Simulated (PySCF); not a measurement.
**C4H10GeO: electronic excitations**

What electronic excitations should C4H10GeO (`C=C([CH2][GeH3])OC`) show?

Programs: PySCF 2.14.0, with density-fitted response routines of our own. Each step states its level of theory. These are calculated values for one molecule in the gas phase, unless marked as measured. Atoms count from 0, in the outputs and in this text.

## (1) The molecule as given

16 atoms, charge 0, multiplicity 1; geometry from: GFN2-xTB.

Bonds of the start (Å): C0–C1 1.33, C1–C2 1.50, C2–Ge3 1.98, C1–O4 1.37, O4–C5 1.40, C0–H6 1.07, C0–H7 1.07, C2–H8 1.09, C2–H9 1.09, Ge3–H10 1.50, Ge3–H11 1.49, Ge3–H12 1.49, C5–H13 1.09, C5–H14 1.09, C5–H15 1.09.

## (2) Excited states and response: wB97X-D/def2-SVPD

Job settings and geometry (Å):

```
{"job": {"kind": "uv", "xc": "wB97X-D", "basis": "def2-SVPD", "nstates": 8, "ntriplets": 3}, "charge": 0, "multiplicity": 1}
C     -1.085983     0.111369     1.692854
C     -0.255211     0.155992     0.661493
C      1.174918     0.586573     0.731410
Ge     2.065204     0.099738    -0.963934
O     -0.553801    -0.182481    -0.629401
C     -1.862526    -0.591289    -0.934524
H     -0.742362     0.401342     2.668301
H     -2.111451    -0.201598     1.621192
H      1.229728     1.667497     0.879173
H      1.668583     0.127338     1.588209
H      3.527213     0.433702    -0.848210
H      1.980265    -1.361764    -1.248496
H      1.546828     0.858961    -2.136981
H     -1.873128    -0.800148    -2.002603
H     -2.132275    -1.496738    -0.381903
H     -2.583600     0.200451    -0.707992
```

With the program's defaults for keys left out, this is: TDDFT wB97X-D/def2-SVPD, vertical, gas phase, core orbitals frozen in the response.

Launch:

```
$ OMP_NUM_THREADS=1 python probes_run.py task.json out
```

The driver reads the jobs from task.json and runs them one after another.

What will the session give for the following? lowest singlet (wB97X-D/def2-SVPD); brightest single state of those computed; lowest triplet. Wanted: lowest singlet; brightest single state of those computed; lowest triplet.

**Answer**, as computed:

```
                                quantity                        value
      lowest singlet (wB97X-D/def2-SVPD)  6.61 eV (188 nm), f = 0.041
brightest single state of those computed  state 2, 6.92 eV, f = 0.299
                          lowest triplet                      4.55 eV
```

The first singlet state (HOMO→LUMO 0.53, HOMO→LUMO+1 0.25) lies at 6.61 eV and is weak; of the 8 states computed, the strongest absorption comes from state 2 at 6.92 eV. The lowest triplet lies 2.06 eV below the lowest singlet (triplets in Tamm-Dancoff, singlets in full TDDFT).
